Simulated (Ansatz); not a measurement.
# GaAs (F-43m): band gap under exact exchange

Computed with Ansatz 0.2.0, driven from Python. The levels of theory stand in the script.

## Step 1: Starting point

Symmetry: F-43m, No. 216, cubic system. Conventional cell: a = 5.654 Å, b = 5.654 Å, c = 5.654 Å, α = 90.00°, β = 90.00°, γ = 90.00°. Around Ga (site symmetry -43m) lie 4 As at 2.45 Å. As (site symmetry -43m) has 4 Ga at 2.45 Å as nearest neighbours.

The script holds or builds the structure itself.

## Step 2: The code

hybrid_gaas.py

```python
"""Exact exchange and the gap of GaAs."""

import ansatz as az
import numpy as np
from tabulate import tabulate


def count_gap(report):
    # lowest empty less highest filled band, counting bands; zero where they overlap
    return max(report.get("gap_by_band_count_ev") or 0.0, 0.0)


def main() -> None:
    lattice = az.Lattice.of(
        (0.0, 2.82685, 2.82685),
        (2.82685, 0.0, 2.82685),
        (2.82685, 2.82685, 0.0),
    )
    sites = [
        ("Ga", (0.0, 0.0, 0.0)),
        ("As", (0.25, 0.25, 0.25)),
    ]
    system = az.Crystal(lattice=lattice)
    for symbol, position in sites:
        system = system.atom(symbol, position)

    calculation = (
        system.calculation()
        .kpoints(4, 4, 4, center="gamma")
        .occupations("Fixed")  # no smearing
        .band_table()  # levels at the mesh points
    )
    rows = []
    for value in ["pbe", "b3lyp", "hse06"]:
        rep = calculation.functional(value).run(threads=1, pin="off").report
        width = rep["fermi_energy_ev"] - min(e for e in rep["eigenvalues_ev"][0] if e > rep["fermi_energy_ev"] - 10)
        rows.append((value, count_gap(rep), width, rep.get("hybrid", {}).get("n_outer", 0), rep["n_iterations"]))
    print(tabulate(rows, headers=["functional", "gap by band count eV", "E_F less lowest level within 10 eV (first k)", "exchange loops", "iterations"], floatfmt=".4f", tablefmt="simple"))


if __name__ == "__main__":
    main()
```

## Step 3: What the engine is handed

The package turns the script's settings into the engine's input (first run):

```yaml
crystal:
  lattice:
    - [0.0, 2.82685, 2.82685]
    - [2.82685, 0.0, 2.82685]
    - [2.82685, 2.82685, 0.0]
  atoms:
    - { symbol: Ga, position: [0.0, 0.0, 0.0] }
    - { symbol: As, position: [0.25, 0.25, 0.25] }
kpoints:
  mp_grid:
    grid: [4, 4, 4]
    shift: [0.0, 0.0, 0.0]
hamiltonian:
  xc: pbe
scf:
  occupations:
    method: fixed
output:
  eigenvalues: true
```

## Step 4: The run

Started as:

```
python hybrid_gaas.py
```

What time and memory should one allow on 1 thread of Arm Neoverse V1, shared host?

About 25 s, with a peak of 0.83 GiB.
